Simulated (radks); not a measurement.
# Nuclear size and the levels of Re

The task here is to estimate one member of a computed series from the others.

Program: radks (a radial shooting solver on a logarithmic mesh, Libxc functionals) version 1. Level of theory: Dirac Kohn-Sham, BLYP, spin-unpolarised, spherical densities, finite nucleus; open shells fill j = l - 1/2 first. These are calculated values, not measurements, unless marked.

**Starting point**

- element: rhenium (Z = 75)
- charge: 0
- electrons: 75
- configuration: [Xe] 4f14 5d5 6s2
- nuclear rms radius: 5.3698 fm

The first run:

Input:

```text
Z 75
configuration [Xe] 4f14 5d5 6s2 6p0 7s0
relativity Dirac
functional b88,lyp
spin unpolarised
j_filling energy
nucleus finite rms 5.3698 fm
c 137.035999084
```

Among the steps run: rms radius 5.3698 fm.

One of the session's tables, all rows but one given; the rest of the session is left out.

It belongs to the step «rms radius 5.3698 fm». From the orbitals of this run (lengths in bohr):

```
level     <r>  outermost maximum (interpolated)  90 % within  nodes
5p3/2   1.242                              1.09         1.82      3
4f5/2  0.5764                             0.414        0.948      0
4f7/2  0.5853                             0.419        0.964      0
6s1/2   3.099                              2.57         4.64      5
5d3/2       ?                                 ?            ?      ?
5d5/2   1.996                              1.45         3.22      2
6p1/2   4.447                              3.41         6.96      4
6p3/2   5.094                              3.87         8.02      4
```

Estimate the missing values for 5d3/2.

The run gave: <r>: 1.901; outermost maximum (interpolated): 1.40; 90 % within: 3.05; nodes: 2. In the column «<r>» it lies between 5p3/2 (1.242) and 5d5/2 (1.996).
